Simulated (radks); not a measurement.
# Ionisation of Mg³⁺: one atom, several choices of exchange strength α

Aim: the ionisation energy of Mg³⁺ ([He] 2s2 2p5) to Mg⁴⁺ ([He] 2s2 2p4) for each choice of exchange strength α, and which comes nearest the tabulated value.

The numbers are computed with radks (a radial shooting solver on a logarithmic mesh, Libxc functionals) version 1 (Dirac Kohn-Sham, spin-unpolarised, spherical densities, finite nucleus; open shells fill j = l - 1/2 first), except any that are marked as measured or tabulated.

## 1. Starting point

| Quantity | Value |
| --- | --- |
| element | magnesium (Z = 12) |
| charge | +3 |
| electrons | 9 |
| configuration | [He] 2s2 2p5 |
| ion | Mg⁴⁺, [He] 2s2 2p4 |
| choices | α = 0.667; α = 0.682; α = 0.766; α = 0.851; α = 0.877; α = 0.913; α = 0.972; α = 1.006 |

## 2. α = 0.667: Mg³⁺

Settings of this run:

```text
Z 12
configuration [He] 2s2 2p5
relativity Dirac
functional xalpha 0.667
spin unpolarised
j_filling energy
nucleus finite rms 3.057 fm
c 137.035999084
```

## 3. α = 0.667: Mg⁴⁺

Changes since step 2:

```diff
@@ -1,3 +1,3 @@
 Z 12
-configuration [He] 2s2 2p5
+configuration [He] 2s2 2p4
 relativity Dirac
```

## 4. α = 0.682: Mg³⁺

Settings of this run:

```text
Z 12
configuration [He] 2s2 2p5
relativity Dirac
functional xalpha 0.682
spin unpolarised
j_filling energy
nucleus finite rms 3.057 fm
c 137.035999084
```

## 5. α = 0.682: Mg⁴⁺

Changes since step 4:

```diff
@@ -1,3 +1,3 @@
 Z 12
-configuration [He] 2s2 2p5
+configuration [He] 2s2 2p4
 relativity Dirac
```

## 6. α = 0.766: Mg³⁺

Settings of this run:

```text
Z 12
configuration [He] 2s2 2p5
relativity Dirac
functional xalpha 0.766
spin unpolarised
j_filling energy
nucleus finite rms 3.057 fm
c 137.035999084
```

## 7. α = 0.766: Mg⁴⁺

Changes since step 6:

```diff
@@ -1,3 +1,3 @@
 Z 12
-configuration [He] 2s2 2p5
+configuration [He] 2s2 2p4
 relativity Dirac
```

## 8. α = 0.851: Mg³⁺

Settings of this run:

```text
Z 12
configuration [He] 2s2 2p5
relativity Dirac
functional xalpha 0.851
spin unpolarised
j_filling energy
nucleus finite rms 3.057 fm
c 137.035999084
```

## 9. α = 0.851: Mg⁴⁺

Changes since step 8:

```diff
@@ -1,3 +1,3 @@
 Z 12
-configuration [He] 2s2 2p5
+configuration [He] 2s2 2p4
 relativity Dirac
```

## 10. α = 0.877: Mg³⁺

Settings of this run:

```text
Z 12
configuration [He] 2s2 2p5
relativity Dirac
functional xalpha 0.877
spin unpolarised
j_filling energy
nucleus finite rms 3.057 fm
c 137.035999084
```

## 11. α = 0.877: Mg⁴⁺

Changes since step 10:

```diff
@@ -1,3 +1,3 @@
 Z 12
-configuration [He] 2s2 2p5
+configuration [He] 2s2 2p4
 relativity Dirac
```

## 12. α = 0.913: Mg³⁺

Settings of this run:

```text
Z 12
configuration [He] 2s2 2p5
relativity Dirac
functional xalpha 0.913
spin unpolarised
j_filling energy
nucleus finite rms 3.057 fm
c 137.035999084
```

## 13. α = 0.913: Mg⁴⁺

Changes since step 12:

```diff
@@ -1,3 +1,3 @@
 Z 12
-configuration [He] 2s2 2p5
+configuration [He] 2s2 2p4
 relativity Dirac
```

## 14. α = 0.972: Mg³⁺

Settings of this run:

```text
Z 12
configuration [He] 2s2 2p5
relativity Dirac
functional xalpha 0.972
spin unpolarised
j_filling energy
nucleus finite rms 3.057 fm
c 137.035999084
```

## 15. α = 0.972: Mg⁴⁺

Changes since step 14:

```diff
@@ -1,3 +1,3 @@
 Z 12
-configuration [He] 2s2 2p5
+configuration [He] 2s2 2p4
 relativity Dirac
```

## 16. α = 1.006: Mg³⁺

Settings of this run:

```text
Z 12
configuration [He] 2s2 2p5
relativity Dirac
functional xalpha 1.006
spin unpolarised
j_filling energy
nucleus finite rms 3.057 fm
c 137.035999084
```

## 17. α = 1.006: Mg⁴⁺

Changes since step 16:

```diff
@@ -1,3 +1,3 @@
 Z 12
-configuration [He] 2s2 2p5
+configuration [He] 2s2 2p4
 relativity Dirac
```

**Question.** What will these runs give? Wanted: for each run, exchange strength α; E(Mg³⁺); Δ-SCF; −ε(HOMO); <r> HOMO; error.

**Answer**, as computed:

```
exchange strength α  E(Mg³⁺) (hartree)  Δ-SCF (eV)  −ε(HOMO) (eV)  <r> HOMO (bohr)  error (eV)
          α = 0.667         -194.88523      110.17         94.177           0.6440       +0.90
          α = 0.682         -195.18632      110.76         94.747           0.6427       +1.50
          α = 0.766         -196.87895      114.12         97.970           0.6356       +4.86
          α = 0.851         -198.60304      117.58         101.29           0.6286       +8.31
          α = 0.877         -199.13268      118.65         102.31           0.6265       +9.38
          α = 0.913         -199.86778      120.13         103.74           0.6236      +10.87
          α = 0.972         -201.07694      122.59         106.11           0.6189      +13.33
          α = 1.006         -201.77623      124.02         107.48           0.6163      +14.75
```

What this shows: The NIST Atomic Spectra Database lists 109.27 eV (semi-empirical). The smallest miss is that of α = 0.667 (+0.90 eV), the largest that of α = 1.006 (+14.75 eV). The ionisation energies span 13.85 eV, the total energies of Mg³⁺ 188 eV: most of the change in the total cancels in the difference. α = 2/3 is LDA exchange; there is no correlation term. The central value is not crossed in this range. Spin polarisation and multiplet splitting are left out, so open shells lie too high by an amount that depends on their filling.
